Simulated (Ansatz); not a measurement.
# Zr3HC2: the cost of one run

All numbers are computed with Ansatz 0.2.0 through its Python package. Level of theory: DFT PBEsol, plane waves, PAW.

### 1 Starting point

It takes space group P-3m1 (No. 164, trigonal). Conventional cell: a = 3.360 Å, b = 3.360 Å, c = 8.024 Å, α = 90.00°, β = 90.00°, γ = 120.00°. Zr (site symmetry -3m) has 6 C at 2.40 Å in its first shell of neighbours. Zr (site symmetry 3m) has 3 C at 2.27 Å and 3 H at 2.41 Å in its first shell of neighbours. Around H (site symmetry -3m) lie 6 Zr at 2.41 Å. Around C (site symmetry 3m) lie 6 Zr at 2.27 to 2.40 Å.

No structure file is read: the coordinates are typed or built in the script.

### 2 The code

zr3hc2_smear.py reads:

```python
# -*- coding: utf-8 -*-
"""How the energy of Zr3HC2 depends on the smearing."""

import ansatz as az
import matplotlib.pyplot as plt

crystal = (
    az.Lattice.of((3.35958, 0.0, 0.0), (-1.67979, 2.909482, 0.0), (0.0, 0.0, 8.023846))
    .atom("Zr", (0.0, 0.0, 0.5))
    .atom("Zr", (1 / 3, 2 / 3, 0.178085))
    .atom("Zr", (2 / 3, 1 / 3, 0.821915))
    .atom("H", (0.0, 0.0, 0.0))
    .atom("C", (1 / 3, 2 / 3, 0.675583))
    .atom("C", (2 / 3, 1 / 3, 0.324417))
)

setup = (
    crystal.calculation()
    .kpoints(8, 8, 3)
    .basis(38 * az.Ry)
    .functional("pbesol")
    .forces()
    .stress()
)

rows = []
for value in [0.5, 0.3, 0.2, 0.1]:
    summary = setup.occupations("gaussian", width=value).run(threads=1).report
    rows.append((value, summary["free_energy_ev"] / len(summary["lattice"]["sites"]), summary["n_iterations"], sum(summary["stress_gpa"][i][i] for i in range(3)) / 3, max(abs(f) for row in summary["forces_ev_ang"] for f in row), summary["n_kpoints"]))

print("  width (eV)   F/atom (eV)    iterations       P (GPa)  max component (eV/A)      k-points")
for row in rows:
    print(f"{str(row[0]):>12s}  {row[1]:12.5f}  {row[2]:12d}  {row[3]:12.3f}  {row[4]:20.4f}  {row[5]:12d}")

# the last row is the reference
for row in rows[:-1]:
    shift = 1000 * (row[1] - rows[-1][1])
    print(f"{row[0]}: {shift:+.2f} meV/atom" + ("  (within 2 meV)" if abs(shift) < 2 else ""))
plt.figure(figsize=(4.5, 3))
plt.plot([str(row[0]) for row in rows], [1000 * (row[1] - rows[-1][1]) for row in rows], "o-")
plt.xlabel("width (eV)")
plt.ylabel("F - F(last) (meV/atom)")
plt.tight_layout()
plt.savefig("smear.png", dpi=100)
```

### 3 The calls as engine input

The engine receives this input (first run):

```yaml
crystal:
  lattice:
    - [3.35958, 0.0, 0.0]
    - [-1.67979, 2.909482, 0.0]
    - [0.0, 0.0, 8.023846]
  atoms:
    - { symbol: Zr, position: [0.0, 0.0, 0.5] }
    - { symbol: Zr, position: [0.3333333333333333, 0.6666666666666666, 0.178085] }
    - { symbol: Zr, position: [0.6666666666666666, 0.3333333333333333, 0.821915] }
    - { symbol: H, position: [0.0, 0.0, 0.0] }
    - { symbol: C, position: [0.3333333333333333, 0.6666666666666666, 0.675583] }
    - { symbol: C, position: [0.6666666666666666, 0.3333333333333333, 0.324417] }
basis:
  ecutwfc: 517.016338673772
kpoints:
  mp_grid:
    grid: [8, 8, 3]
hamiltonian:
  xc: pbesol
scf:
  occupations:
    method: gaussian
    width: 0.5
output:
  forces: true
  stress: true
```

### 4 Running it

Started as:

```bash
$ python zr3hc2_smear.py
```

Q: Estimate wall time and peak memory on 1 thread of Arm Neoverse V1, shared host.

About 18 s, with a peak of 0.48 GiB.
